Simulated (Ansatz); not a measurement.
# WSe2: the cost of one run

Program: Ansatz 0.2.0. Level of theory: DFT PBEsol+U (U_eff = 6 eV on W d), plane waves, PAW, no spin–orbit coupling unless a run says so. These are calculated values, not measurements.

4 further runs of the same task are left out: 4 that didn't finish.

**1. The system as given**

It takes space group P6_3/mmc (No. 194, hexagonal). Conventional cell: a = 3.290 Å, b = 3.290 Å, c = 12.970 Å, α = 90.00°, β = 90.00°, γ = 120.00°. Around W (site symmetry -6m2) lie 6 Se at 2.53 Å. Se (site symmetry 3m) has 3 W at 2.53 Å as nearest neighbours.

Coordinates:

```
W Se
1.0
     3.29000    0.00000    0.00000
    -1.64500    2.84922    0.00000
     0.00000    0.00000   12.97000
W Se
2 4
Direct
  0.33333 0.66667 0.25000
  0.66667 0.33333 0.75000
  0.33333 0.66667 0.62100
  0.66667 0.33333 0.12100
  0.33333 0.66667 0.87900
  0.66667 0.33333 0.37900
```

An earlier series on this cell reached its lowest free state from «ferromagnetic start, free, symmetry kept, no search», perhaps among other starts (it ended without moments).

**2. Total moment locked, 1.00 μB per cell**

File input.yaml:

```yaml
crystal:
  lattice:
    - [3.28999882, 0.0, 0.0]
    - [-1.64499941, 2.84922255, 0.0]
    - [0.0, 0.0, 12.97000144]
  atoms:
    - { symbol: W, position: [0.3333333333, 0.6666666667, 0.25], spin: 0.5 }
    - { symbol: W, position: [0.6666666667, 0.3333333333, 0.75], spin: 0.5 }
    - { symbol: Se, position: [0.3333333333, 0.6666666667, 0.621] }
    - { symbol: Se, position: [0.6666666667, 0.3333333333, 0.121] }
    - { symbol: Se, position: [0.3333333333, 0.6666666667, 0.879] }
    - { symbol: Se, position: [0.6666666667, 0.3333333333, 0.379] }
basis:
  ecutwfc: 420
  ecutrho_ratio: 4
kpoints:
  mp_grid: { grid: [7, 7, 2] }
hamiltonian:
  xc: pbesol
  hubbard:
    sites: [{ site: 0, l: d, u_eff: 6.0 }, { site: 1, l: d, u_eff: 6.0 }]
scf:
  occupations: { method: gaussian, width: 0.05 }
  lower_state_search: "off"
  max_iter: 150
output:
  forces: true
  stress: true
  eigenvalues: true
  populations: true
  hubbard: { sites: [{ site: 0, l: d }, { site: 1, l: d }] }
magnetization:
  spin_polarized: true
  initial_magnetization: 1.0
  spin_locking: { lock_magnetization: hard }
```

The lock stays on to the end, so the result is a constrained state.

Command:

```sh
ansatz run input.yaml --threads 4 --pin off --max-ram 6144MiB --backend cpu --events-out ev --progress --plain --runs-dir out
```

**Question.** How long does this run take on 4 threads of Arm Neoverse V1, shared host, and how much memory does it need?

About 41 s, with a peak of 0.97 GiB.
